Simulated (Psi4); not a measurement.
# CH2GeN (SMILES N#[C][GeH2]) at U-revPBE/def2-SVPD

Aim: the energy change on altering one bond length of CH2GeN at U-revPBE/def2-SVPD, from 2 runs. 

The calculation is run with Psi4 1.11.

## Step 1: Starting point

The species is CH2GeN (5 atoms), meant as a doublet with charge 0. SMILES: `N#[C][GeH2]`. The shape is that of a PBE0-D4/def2-TZVP optimisation.

Bond lengths: N1–C2 1.154 Å, C2–Ge3 1.912 Å, Ge3–H4 1.534 Å, Ge3–H5 1.534 Å. Angles: N1–C2–Ge3 175.5°, C2–Ge3–H4 108.2°, C2–Ge3–H5 108.2°, H4–Ge3–H5 114.7°.

## Step 2: Energy and forces at U-revPBE/def2-SVPD

Input file input.dat:

```
memory 2.2 GB

molecule m {
  0 2
  N      3.00598735    -1.94509510     2.44379382
  C      1.58434638    -1.01270423     1.07789978
  Ge    -0.59696448     0.45617989    -1.39858630
  H     -3.13486667    -0.94108361    -1.31506041
  H     -0.76401627     3.30399716    -0.88609258
  units bohr
  symmetry c1
  no_reorient
  no_com
}

set globals {
  reference uks
  puream true
  e_convergence 1e-09
  d_convergence 1e-08
  scf_type pk
  dft_radial_points 99
  dft_spherical_points 590
  maxiter 100
}

e, wfn = gradient("revpbe/def2-SVPD", return_wfn=True)
oeprop(wfn, "MAYER_INDICES", "LOWDIN_CHARGES", "QUADRUPOLE")
```

The run is started by

```bash
$ psi4 input.dat output.dat -n 1
```

output.dat:

```text
[...]
  Running in c1 symmetry.
[...]
  Nuclear repulsion =  137.584871333245644
[...]
  Multiplicity = 2
[...]
  Nalpha       = 24
  Nbeta        = 23
[...]
    Number of basis functions: 94
[...]
   @UKS iter   1: -2168.97875069188876   -1.85038e+00   2.67790e-02 ADIIS/DIIS
[...]
   @UKS iter  14: -2170.48898051777769   -6.82121e-12   4.55090e-09 DIIS
[...]
   @S^2 Observed:                7.524429664E-01
[...]
    Orbital Energies [Eh]
    ---------------------
    Alpha Occupied:
       1A   -397.088820     2A    -49.196852     3A    -43.816801
       4A    -43.815675     5A    -43.814906     6A    -14.017172
       7A     -9.941261     8A     -6.017724     9A     -4.235342
      10A     -4.232761    11A     -4.230107    12A     -1.138794
      13A     -1.137846    14A     -1.136073    15A     -1.134115
      16A     -1.133914    17A     -0.826024    18A     -0.565582
      19A     -0.407291    20A     -0.359163    21A     -0.328833
      22A     -0.312977    23A     -0.311769    24A     -0.222050
    Alpha Virtual:
      25A     -0.048504    26A     -0.042780    27A     -0.023019
[...]
  @UKS Final Energy: -2170.48898051777769
   => Energetics <=
    Nuclear Repulsion Energy =            137.5848713332456441
    One-Electron Energy =               -3292.9414428978252545
    Two-Electron Energy =                1076.6675774868920143
    DFT Exchange-Correlation Energy =     -91.7999864400902368
    Empirical Dispersion Energy =           0.0000000000000000
    VV10 Nonlocal Energy =                  0.0000000000000000
    Total Energy =                      -2170.4889805177776907
[...]
  -Total Gradient:
     Atom            X                  Y                   Z
    ------   -----------------  -----------------  -----------------
       1       -0.036183527147     0.023714469900    -0.034604979477
       2        0.031712399867    -0.020712102401     0.029573206368
       3       -0.000937618473    -0.000087753926     0.005989875167
       4        0.004862742789     0.002399569710    -0.000087414960
       5        0.000544506402    -0.005313409660    -0.000870050048
[...]
 Multipole Moments:
 ------------------------------------------------------------------------------------
     Multipole            Electronic (a.u.)      Nuclear  (a.u.)        Total (a.u.)
 ------------------------------------------------------------------------------------
 L = 1.  Multiply by 2.5417464519 to convert [e a0] to [Debye]
 Dipole X            :         -8.4643574            7.5462434           -0.9181140
 Dipole Y            :          3.3383184           -2.7312211            0.6070974
 Dipole Z            :         22.4506708          -23.3819592           -0.9312884
 Magnitude           :                                                    1.4418039
 L = 2.  Multiply by 1.3450342976 to convert [e a0^2] to [Debye ang]
 Quadrupole XX       :       -124.5151354          100.1274811          -24.3876543
 Quadrupole XY       :         60.6974053          -58.8438426            1.8535627
[...]
```

Wall time 18 s (1 thread of Intel Xeon 6975P-C (Granite Rapids), shared host); peak memory 1 GiB.

## Step 3: The distorted shape

Input file ch2gen_ase.py:

```python
import numpy as np
from ase.calculators.psi4 import Psi4
from ase import Atoms

a = Atoms(['N', 'C', 'Ge', 'H', 'H'], positions=[
    [2.262210, -0.659595, 1.271100],
    [1.509910, -0.166195, 0.548300],
    [0.355610, 0.611105, -0.762200],
    [-1.658900, -0.498000, -0.695900],
    [0.267210, 2.118105, -0.491000],
])
calc = Psi4(atoms=a, method='revpbe', basis='def2-SVPD', memory='2200MB', num_threads=1, charge=0, multiplicity=2, label='psi4-calc', reference='uks')
calc.psi4.set_options({'puream': True, 'e_convergence': 1e-09, 'd_convergence': 1e-08, 'scf_type': 'pk', 'dft_radial_points': 99, 'dft_spherical_points': 590, 'maxiter': 100})
a.calc = calc

forces = a.get_forces()
print(f'energy: {a.get_potential_energy():.6f} eV')
print('forces / eV A^-1')
print(np.round(forces, 5))
```

The run is started by

```bash
$ python ch2gen_ase.py
```

psi4-calc.dat:

```text
[...]
  Running in c1 symmetry.
[...]
  Nuclear repulsion =  133.537571264364260
[...]
  Multiplicity = 2
[...]
  Nalpha       = 24
  Nbeta        = 23
[...]
    Number of basis functions: 94
[...]
   @UKS iter   1: -2168.69526752771844   -1.75745e+00   2.69608e-02 DIIS/ADIIS
[...]
   @UKS iter  20: -2170.42855920214379   -1.81899e-12   3.93513e-09 DIIS
[...]
   @S^2 Observed:                7.612106005E-01
[...]
    Orbital Energies [Eh]
    ---------------------
    Alpha Occupied:
       1A   -397.103508     2A    -49.210672     3A    -43.830921
       4A    -43.829325     5A    -43.828700     6A    -14.026935
       7A     -9.948578     8A     -6.031334     9A     -4.250094
      10A     -4.245507    11A     -4.243258    12A     -1.152164
      13A     -1.150397    14A     -1.148530    15A     -1.147420
      16A     -1.145454    17A     -0.834716    18A     -0.561562
      19A     -0.404804    20A     -0.338394    21A     -0.335460
      22A     -0.320890    23A     -0.292324    24A     -0.229605
    Alpha Virtual:
      25A     -0.133833    26A     -0.051746    27A     -0.022859
[...]
  @UKS Final Energy: -2170.42855920214379
   => Energetics <=
    Nuclear Repulsion Energy =            133.5375712643642601
    One-Electron Energy =               -3284.4188755135319298
    Two-Electron Energy =                1072.1568944189325521
    DFT Exchange-Correlation Energy =     -91.7041493719086844
    Empirical Dispersion Energy =           0.0000000000000000
    VV10 Nonlocal Energy =                  0.0000000000000000
    Total Energy =                      -2170.4285592021437878
[...]
 Multipole Moments:
 ------------------------------------------------------------------------------------
     Multipole            Electronic (a.u.)      Nuclear  (a.u.)        Total (a.u.)
 ------------------------------------------------------------------------------------
 L = 1.  Multiply by 2.5417464519 to convert [e a0] to [Debye]
 Dipole X            :         -1.3904705            0.8512852           -0.5391854
 Dipole Y            :          2.3456386           -1.5897366            0.7559021
 Dipole Z            :         -4.4135667            3.5882436           -0.8253231
 Magnitude           :                                                    1.2422830
[...]
  -Total Gradient:
     Atom            X                  Y                   Z
    ------   -----------------  -----------------  -----------------
       1       -0.037413795403     0.025500738737    -0.035004562674
       2        0.031770881713    -0.023684685859     0.024930107284
       3        0.045575477855     0.031990957695     0.016279113341
       4       -0.040905118554    -0.023576410961    -0.000274900388
       5        0.000971756306    -0.010229722782    -0.005929409738
[...]
```

The script printed:

```text
energy: -59060.369363 eV
forces / eV A^-1
[[ 1.92389 -1.3113   1.80001]
 [-1.63372  1.21792 -1.28196]
 [-2.34359 -1.64504 -0.83711]
 [ 2.10343  1.21235  0.01414]
 [-0.04997  0.52603  0.3049 ]]
```

Wall time 23 s (1 thread of Intel Xeon 6975P-C (Granite Rapids), shared host); peak memory 1 GiB.

## Step 4: Summary of results

Level: U-revPBE/def2-SVPD.

| quantity | value |
| --- | --- |
| first shape: total energy | -2170.48898 Eh |
| first shape: dipole moment | 3.66 D |
| first shape: HOMO energy (highest over α and β) | -6.04 eV |
| first shape: LUMO energy (lowest over α and β) | -4.58 eV |
| first shape: ⟨S²⟩ | 0.752 |
| first shape: largest force on an atom | 2.849 eV/Å |
| distorted shape: total energy | -2170.42856 Eh |
| distorted shape: dipole moment | 3.16 D |
| distorted shape: HOMO energy (highest over α and β) | -6.25 eV |
| distorted shape: LUMO energy (lowest over α and β) | -4.98 eV |
| distorted shape: ⟨S²⟩ | 0.761 |
| distorted shape: largest force on an atom | 2.983 eV/Å |
| energy change with the Ge3–H4 bond stretched from 1.534 to 2.301 Å | 1.644 eV |

With the Ge3–H4 bond stretched from 1.534 to 2.301 Å the energy rises by 1.64 eV (159 kJ/mol). The first shape isn't relaxed at this level, so the change isn't measured from a minimum. The largest force (first shape) is 2.85 eV/Å: the shape isn't a stationary point for this species at this level.
